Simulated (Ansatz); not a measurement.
# NTi: the cost of one run

Program: Ansatz 0.2.0, Gaussian basis. Level of theory: def2-QZVPP, core rule «outside noble gas», up to 10 orbitals frozen. These are calculated values, not measurements.

To be run: UHF; ROHF; CCSD(T) on UHF.

### 1 What is computed

The geometry is a PBE0/def2-TZVP stationary point (not a proven minimum) of the parent state, kept for this charge and spin.

2 atoms, charge 1, spin multiplicity 5.

Atoms are counted from 1 here; the program's logs count them from 0.

Bond lengths: Ti1–N2 1.646 Å.

### 2 UHF

Input file in.yaml:

```yaml
crystal:
  periodic: [false, false, false]
  atoms:
    - {symbol: Ti, position_ang: [0.000000, 0.000000, 0.000000]}
    - {symbol: N, position_ang: [0.000000, 0.000000, 1.646400]}
basis:
  gaussian: {orbitals: "def2-QZVPP.json"}
total_charge: 1
magnetization: {spin_polarized: true, initial_magnetization: 4}
hamiltonian: {xc: hf}
output: {orbitals: {seedname: orbitals}}
```

On the command line:

```console
ansatz run in.yaml --threads 1 --pin off --events-out ev --progress --plain --max-ram 3968MiB --backend cpu
```

What time and memory should one allow on 1 thread of AMD EPYC 7R13, shared host?

About 49 s, with a peak of 0.37 GiB.
